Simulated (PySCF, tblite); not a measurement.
# C₅H₉BF₂Si: geometry, infrared bands and NMR shifts

Aim: predict the infrared bands and NMR shifts of C₅H₉BF₂Si (`CC#CC[SiH2]CB(F)F`).

Computed with tblite 0.8.0 and PySCF 2.14.0, with density-fitted response routines of our own, on a single molecule in the gas phase. Atoms are numbered from 0 throughout.

### 1 The starting structure

18 atoms, charge 0, multiplicity 1; geometry from: force field or distance geometry start.

Bonds of the start (Å): C0–C1 1.48, C1–C2 1.19, C2–C3 1.48, C3–Si4 1.89, Si4–C5 1.86, C5–B6 1.58, B6–F7 1.42, B6–F8 1.46, C0–H9 1.12, C0–H10 1.12, C0–H11 1.09, C3–H12 1.13, C3–H13 1.09, Si4–H14 1.47, Si4–H15 1.46, C5–H16 1.11, C5–H17 1.11.

### 2 Geometry optimisation with GFN2-xTB

Job settings and geometry (Å):

```
{"job": {"kind": "relax", "xc": "GFN2-xTB", "basis": "xTB"}, "charge": 0, "multiplicity": 1}
C      4.109500    -0.030300     0.792400
C      2.775600    -0.324500     0.225600
C      1.708500    -0.593300    -0.237100
C      0.397100    -0.917700    -0.833900
Si    -0.993800    -0.042400     0.095200
C     -2.592400    -0.571400    -0.705100
B     -3.783700    -0.051600     0.190200
F     -4.782900     0.803100    -0.352000
F     -3.623800    -0.002300     1.637300
H      4.800600    -0.893800     0.624600
H      4.063500     0.094800     1.905200
H      4.472100     0.862900     0.278900
H      0.175600    -2.017600    -0.682300
H      0.409800    -0.687600    -1.898400
H     -0.758300     1.392500    -0.092700
H     -1.000800    -0.410300     1.507600
H     -2.680800    -1.679200    -0.727900
H     -2.704700    -0.189600    -1.739200
```

Launch:

```console
OMP_NUM_THREADS=1 python probes_run.py task.json out
```

The driver reads the jobs from task.json and runs them one after another.

**Question.** This job is followed by: GFN2-xTB harmonic vibrations, gas phase; GIAO PBE0/pcSseg-1 NMR shielding, non-relativistic, gas phase. Predict these results of the whole session: strongest single infrared mode (GFN2-xTB); zero-point energy (GFN2-xTB); ¹³C shifts against TMS (PBE0/pcSseg-1); ¹H shifts against TMS (PBE0/pcSseg-1, means over atoms taken as alike); ²⁹Si shifts against TMS (PBE0/pcSseg-1); ¹¹B shifts against BF3·OEt2 (PBE0/pcSseg-1); ¹⁹F shifts against CFCl3 (PBE0/pcSseg-1, means over atoms taken as alike).

The runs gave:

| quantity | value |
| --- | --- |
| strongest single infrared mode (GFN2-xTB) | 1274 cm⁻¹, 527 km/mol |
| zero-point energy (GFN2-xTB) | 78.7 kcal/mol |
| ¹³C shifts against TMS (PBE0/pcSseg-1) | 81.6, 80.3, 5.4, 4.8, 1.0 ppm |
| ¹H shifts against TMS (PBE0/pcSseg-1, means over atoms taken as alike) | 4.33, 1.95, 1.89, 0.39 ppm |
| ²⁹Si shifts against TMS (PBE0/pcSseg-1) | -38.4 ppm |
| ¹¹B shifts against BF3·OEt2 (PBE0/pcSseg-1) | 28.5 ppm |
| ¹⁹F shifts against CFCl3 (PBE0/pcSseg-1, means over atoms taken as alike) | -70.5 ppm |

The optimisation took 75 steps and gained 0.845 eV; among the close pairs (by a distance rule), B6–F8 changed most, from 1.457 to 1.324 Å. The lowest mode is slightly imaginary (1i cm⁻¹), a soft motion within the noise of the Hessian, so the minimum is not strictly shown. The strongest single mode, at 1274 cm⁻¹, moves mainly B6. GFN2-xTB is a fitted tight-binding method: band positions and strengths are rough. Its intensities can rank the bands wrongly. At PBE0/pcSseg-1: The widest tensor belongs to F7, F8: span 289 ppm, with a paramagnetic part of -225 ppm.
